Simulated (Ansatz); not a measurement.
# BH₆NO₂Si: small, medium and large basis sets

Aim: see how fast density functionals converge with the basis set for BH₆NO₂Si.

Computed with Ansatz 0.2.0, Gaussian basis. Level: one geometry, several basis sets.

Plan: PBE0-D4/def2-SVP; ωB97M-V/def2-SVP; PBE0-D4/def2-QZVPP; ωB97M-V/def2-QZVPP; the functionals' def2-TZVPP values are taken from earlier runs.

## (1) The geometry

All runs share one geometry, relaxed beforehand with PBE0-D4 in a triple-zeta def2 set.

SMILES `OBN[SiH2]O`, 11 atoms, charge 0, spin multiplicity 1.

Atoms are counted from 1 here; the program's logs count them from 0.

Bond lengths: O1–B2 1.360 Å, O1–H6 0.962 Å, B2–N3 1.427 Å, B2–H7 1.198 Å, N3–Si4 1.716 Å, N3–H8 1.010 Å, Si4–O5 1.643 Å, Si4–H9 1.490 Å, Si4–H10 1.487 Å, O5–H11 0.958 Å. Angles: B2–O1–H6 114.2°, O1–B2–N3 123.9°, O1–B2–H7 116.7°, N3–B2–H7 119.4°, B2–N3–Si4 129.9°, B2–N3–H8 113.9°, Si4–N3–H8 116.1°, N3–Si4–O5 109.4°, N3–Si4–H9 106.7°, N3–Si4–H10 111.4°, O5–Si4–H9 111.1°, O5–Si4–H10 108.9°, H9–Si4–H10 109.4°, Si4–O5–H11 117.8°.

## (2) PBE0-D4 in def2-SVP

The input, in.yaml:

```yaml
crystal:
  periodic: [false, false, false]
  atoms:
    - {symbol: O, position_ang: [-0.880017, 1.896621, 0.981711]}
    - {symbol: B, position_ang: [-0.388995, 0.756725, 1.538761]}
    - {symbol: N, position_ang: [0.015492, -0.386118, 0.786367]}
    - {symbol: Si, position_ang: [0.054618, -0.627916, -0.912380]}
    - {symbol: O, position_ang: [1.615681, -0.642853, -1.425046]}
    - {symbol: H, position_ang: [-0.941521, 1.872595, 0.022188]}
    - {symbol: H, position_ang: [-0.304215, 0.734166, 2.733045]}
    - {symbol: H, position_ang: [0.368407, -1.144688, 1.352126]}
    - {symbol: H, position_ang: [-0.699054, 0.503077, -1.522608]}
    - {symbol: H, position_ang: [-0.589043, -1.912584, -1.293485]}
    - {symbol: H, position_ang: [1.813846, -1.105925, -2.239978]}
basis:
  gaussian: {orbitals: def2-SVP}
hamiltonian: {xc: pbe0, dispersion: d4}
output: {orbitals: {seedname: orbitals}}
```

After this run come: ωB97M-V in def2-SVP; PBE0-D4 in def2-QZVPP; ωB97M-V in def2-QZVPP.

**Question.** What will the summary of the whole plan be? Wanted: PBE0-D4: double and triple zeta above quadruple; ωB97M-V: double and triple zeta above quadruple.

**Answer**, as computed:

| quantity | value |
| --- | --- |
| PBE0-D4: double and triple zeta above quadruple | 11.30, 0.66 eV |
| ωB97M-V: double and triple zeta above quadruple | 11.49, 0.62 eV |

In words: For PBE0-D4 the step from double to triple zeta gains 10.64 eV and the next only 0.66 eV. Total energies overstate the basis error of differences, where much of it tends to cancel. The LUMO of ωB97M-V is positive and keeps falling with the basis (2.74 to 1.25 eV): an unbound level that the basis holds in place.
